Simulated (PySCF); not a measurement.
# The bond of CaBe, level by level

The task here is to estimate one member of a computed series from the others.

Computed with PySCF 2.14.0. Level: Ca def2-SVP, Be def2-SVP, no relativity.

Set-up of the first run:

A driver script around PySCF takes these settings:

```yaml
atoms: Ca, Be
charge: 0
basis: Ca def2-SVP, Be def2-SVP
Hamiltonian: no relativity
basis_functions: 33
electrons_treated: 24
masses_in_u: 39.9626, 9.0122
levels: PBE0, PBE, r²SCAN, B97-3, BHandHLYP, B3LYP, CAM-B3LYP, HF, MP2, SCS-MP2, CCSD, CCSD(T)
grid: 80 radial by 434 angular points
occupations: held fixed by the projection of orbital angular momentum
dissociation_limit: Ca + Be, each in its ground configuration
starting_distance_in_angstrom: 2.550
values_of_2S_to_try: 0, 2
```

Run with:

```sh
> OMP_NUM_THREADS=1 python dia.py task.json out
```

Steps of the session up to this table: The job; PBE0 along the bond; Higher solutions at PBE0; PBE; r²SCAN (meta-GGA); B97-3; BHandHLYP; B3LYP (global hybrid GGA); CAM-B3LYP; RHF; MP2 and coupled cluster.

One table of the session follows, with a row left open; its other results are not shown here.

```
    level  Re (Å)  ωe (cm⁻¹)  De (eV)  μ (D)
  RHF-MP2   4.093       50.4    0.042    n/a
      PBE   3.265      194.8    0.353  -1.12
   r²SCAN   3.308      188.5    0.325  -1.10
    B3LYP   3.388      153.6    0.152  -0.84
     PBE0   3.357      169.0    0.250  -0.89
    B97-3       ?          ?        ?      ?
BHandHLYP   3.605      104.5    0.060  -0.46
CAM-B3LYP   3.586      104.0    0.064  -0.41
```

Q: Estimate the row for B97-3 from the others.

**Answer.** Re (Å): 3.393; ωe (cm⁻¹): 160.4; De (eV): 0.193; μ (D): -0.93. In the column «Re (Å)» it lies between B3LYP (3.388) and CAM-B3LYP (3.586).

De is counted to Ca + Be in their ground configurations. No constants: RHF (no minimum is bracketed among the points kept); RHF-SCS-MP2 (no minimum is bracketed among the points kept); RHF-CCSD (no minimum is bracketed among the points kept); RHF-CCSD(T) (no minimum is bracketed among the points kept).

Limits of these values: The bond is weak, and basis-set superposition, which was not computed, may be a sizeable part of it.
